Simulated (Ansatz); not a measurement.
# In2BAs3: the cost of one run

Computed with Ansatz 0.2.0 (DFT PBE, scalar-relativistic, plane waves, PAW, unless a step's input says otherwise).

1 further run of the same task is left out (it didn't finish).

**1. Starting point**

Symmetry: P6/mmm, No. 191, hexagonal system. The conventional cell has a = 4.729 Å, b = 4.729 Å, c = 6.874 Å, α = 90.00°, β = 90.00°, γ = 120.00°. In (site symmetry 6mm) is surrounded by 1 B at 1.96 Å and 6 As at 2.79 Å. B (site symmetry 6/mmm) has 2 In at 1.96 Å in its first shell of neighbours. As (site symmetry mmm) has 4 As at 2.36 Å and 4 In at 2.79 Å in its first shell of neighbours.

As a file:

```
CELL_PARAMETERS angstrom
4.72858 0.00000 0.00000
-2.36429 4.09507 0.00000
0.00000 0.00000 6.87426
ATOMIC_POSITIONS crystal
In 0.00000 0.00000 0.78446
In 0.00000 0.00000 0.21554
B 0.00000 0.00000 0.50000
As 0.50000 0.00000 0.00000
As 0.00000 0.50000 0.00000
As 0.50000 0.50000 0.00000
```

A structure generator made this guess: random cell by space group and Wyckoff sites (P6/mmm, No. 191). The dimensions are guesses.

**2. A first look at the guess**

input.yaml reads:

```yaml
crystal:
  lattice:
    - [4.72858274, 0.0, 0.0]
    - [-2.36429137, 4.09507278, 0.0]
    - [0.0, 0.0, 6.8742569]
  atoms:
    - { symbol: In, position: [0.0, 0.0, 0.78446411] }
    - { symbol: In, position: [0.0, 0.0, 0.21553589] }
    - { symbol: B, position: [0.0, 0.0, 0.5] }
    - { symbol: As, position: [0.5, 0.0, 0.0] }
    - { symbol: As, position: [0.0, 0.5, 0.0] }
    - { symbol: As, position: [0.5, 0.5, 0.0] }
basis:
  ecutwfc: 420
kpoints:
  mp_grid: { grid: [6, 6, 4] }
hamiltonian:
  xc: pbe
scf:
  occupations: { method: gaussian, width: 0.1 }
  lower_state_search: "off"
output:
  forces: true
  stress: true
  eigenvalues: true
```

Run with:

```bash
ansatz run input.yaml --threads 1 --pin off --max-ram 2560MiB --backend cpu --events-out ev --progress --plain --runs-dir out
```

What time and memory should one allow on 1 thread of Intel Xeon at 2.50GHz (Skylake/Cascade Lake), shared host?

About 17 s, with a peak of 0.46 GiB.
